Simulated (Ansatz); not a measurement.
**Si₃H₇Cl (built from SMILES [SiH3][SiH]([SiH3])Cl): a saddle search**

Does the minimum-mode search get back to a saddle from here?

Program: Ansatz 0.2.0, Gaussian basis. Level of theory: B3LYP-D4/cc-pVDZ. These are calculated values, not measurements.

1 further run of the same task is left out (it didn't finish).

## Step 1: Starting geometry

The start, a known saddle point with all atoms moved at random by about 0.06 Å a coordinate: 11 atoms, charge 0, spin multiplicity 1.

Atoms are counted from 1 here; the program's logs count them from 0.

Bond lengths: Si1–Cl3 2.221 Å, Si1–H6 1.480 Å, Si1–H7 1.456 Å, Si1–H8 1.510 Å, Si2–Cl3 2.349 Å, Si2–H4 1.608 Å, Si2–Si5 2.364 Å, Si5–H9 1.540 Å, Si5–H10 1.486 Å, Si5–H11 1.560 Å. Angles: Cl3–Si1–H6 114.8°, Cl3–Si1–H7 113.9°, Cl3–Si1–H8 92.5°, H6–Si1–H7 122.7°, H6–Si1–H8 105.6°, H7–Si1–H8 100.6°, Cl3–Si2–H4 94.2°, Cl3–Si2–Si5 96.5°, H4–Si2–Si5 100.7°, Si1–Cl3–Si2 69.5°, Si2–Si5–H9 113.1°, Si2–Si5–H10 107.5°, Si2–Si5–H11 104.1°, H9–Si5–H10 106.7°, H9–Si5–H11 112.3°, H10–Si5–H11 113.3°.

As a file:

```
Si   -0.60671   -0.95402    1.94235
Si    0.84749    0.20734    0.11788
Cl   -0.52725   -1.67701   -0.15647
H     2.17573   -0.54106   -0.39471
Si    0.17701    1.31744   -1.85845
H     0.59752   -1.25388    2.74886
H    -1.38780    0.26251    2.11720
H    -1.62638   -1.99693    2.33227
H     0.07240    0.37681   -3.07287
H    -1.18485    1.86283   -1.62375
H     1.25819    2.42375   -2.05669
```

## Step 2: The search

run/in.yaml reads:

```yaml
crystal:
  periodic: [false, false, false]
  atoms:
    - {symbol: Si, position_ang: [-0.606712, -0.954019, 1.942351]}
    - {symbol: Si, position_ang: [0.847492, 0.207336, 0.117878]}
    - {symbol: Cl, position_ang: [-0.527253, -1.677015, -0.156473]}
    - {symbol: H, position_ang: [2.175731, -0.541061, -0.394708]}
    - {symbol: Si, position_ang: [0.177009, 1.317441, -1.858454]}
    - {symbol: H, position_ang: [0.597525, -1.253879, 2.748861]}
    - {symbol: H, position_ang: [-1.387803, 0.262511, 2.117200]}
    - {symbol: H, position_ang: [-1.626382, -1.996929, 2.332265]}
    - {symbol: H, position_ang: [0.072395, 0.376805, -3.072874]}
    - {symbol: H, position_ang: [-1.184851, 1.862829, -1.623751]}
    - {symbol: H, position_ang: [1.258189, 2.423750, -2.056694]}
basis:
  gaussian: {orbitals: cc-pVDZ}
hamiltonian: {xc: {name: B3LYP}, dispersion: d4}
saddle:
  f_tol: 0.1
  max_steps: 40
  mode_guess:
    - [-0.2649, -0.2544, 0.1100]
    - [0.2244, 0.3527, 0.0906]
    - [0.0138, 0.1785, 0.3933]
    - [-0.0728, 0.1092, -0.2518]
    - [0.0676, 0.0334, -0.0939]
    - [0.0319, -0.1122, -0.1694]
    - [-0.1320, -0.1885, -0.0107]
    - [-0.0972, -0.2406, 0.3371]
    - [0.0019, 0.0068, -0.0526]
    - [0.1039, 0.1392, -0.1556]
    - [0.1233, -0.0240, -0.1972]
```

Command:

```console
$ ansatz run in.yaml --threads 4 --pin off --events-out ev --progress --plain --max-ram 9574MiB
```

Before running it: what results should come out? Wanted: energy change; last largest force; RMSD from the start; RMSD from the known saddle.

**Answer**, as computed:

| quantity | value |
| --- | --- |
| steps | 8 |
| energy change | -0.251 eV |
| last largest force | 0.0071 eV/Å |
| RMSD from the start | 0.099 Å |
| RMSD from the known saddle | 0.045 Å |

It converged in 8 steps at a force tolerance of 0.1 eV/Å. It is back at the known saddle, up to the shift that another level brings.
